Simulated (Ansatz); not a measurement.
## CuSn3 under changes of volume

One of the cells (24.437 Å³/atom); the others are scaled copies at fixed shape and fractional positions:

```
Sn Cu
1.0
    -2.23990    2.23990    4.87070
     2.23990   -2.23990    4.87070
     2.23990    2.23990   -4.87070
Sn Cu
3 1
Direct
  0.50000 0.50000 0.00000
  0.25000 0.75000 0.50000
  0.75000 0.25000 0.50000
  0.00000 0.00000 0.00000
```

The cell comes from a database or a generator and needn't be the stable form of this composition.

```yaml
Program: Ansatz 0.2.0
Functional: r2SCAN
Potentials_or_basis: Ansatz PAW
Cutoff: "500 eV (not typed: the program's choice for these potentials)"
k_mesh: 8 × 8 × 8
Occupations: fermi-dirac, width 0.05 eV
Spin: no spin polarisation
```

```tsv
volume (Å³/atom)	energy over the lowest point (meV/atom)	pressure (GPa)
22.971	0.00	0.6
23.460	0.04	-0.6
23.948	?	?
24.437	10.16	-2.7
24.926	19.57	-3.5
25.415	31.47	-4.3
25.903	45.61	-5.0
```

Problem. What does the run at 23.948 Å³/atom give?

Solution. Energy over the lowest point 3.54 meV/atom; pressure -1.7 GPa.

Worked out: A Birch-Murnaghan fit of order 3 (a polynomial in V^(-2/3)) to the other rows has its minimum at 23.21 Å³/atom with B0 = V·E''(V) = 57 GPa and B' = 4.2 at fixed shape and positions, which overstates the stiffness. It gives 3.54 meV/atom at 23.948 Å³/atom, against the run's 3.54, and -dE/dV = -1.7 GPa, against -1.7.

Energies are extrapolated to zero smearing.

Caveats: the PAW data sets come from PBE, with cores solved anew for the run's functional, which leaves a small shift of forces and pressure.
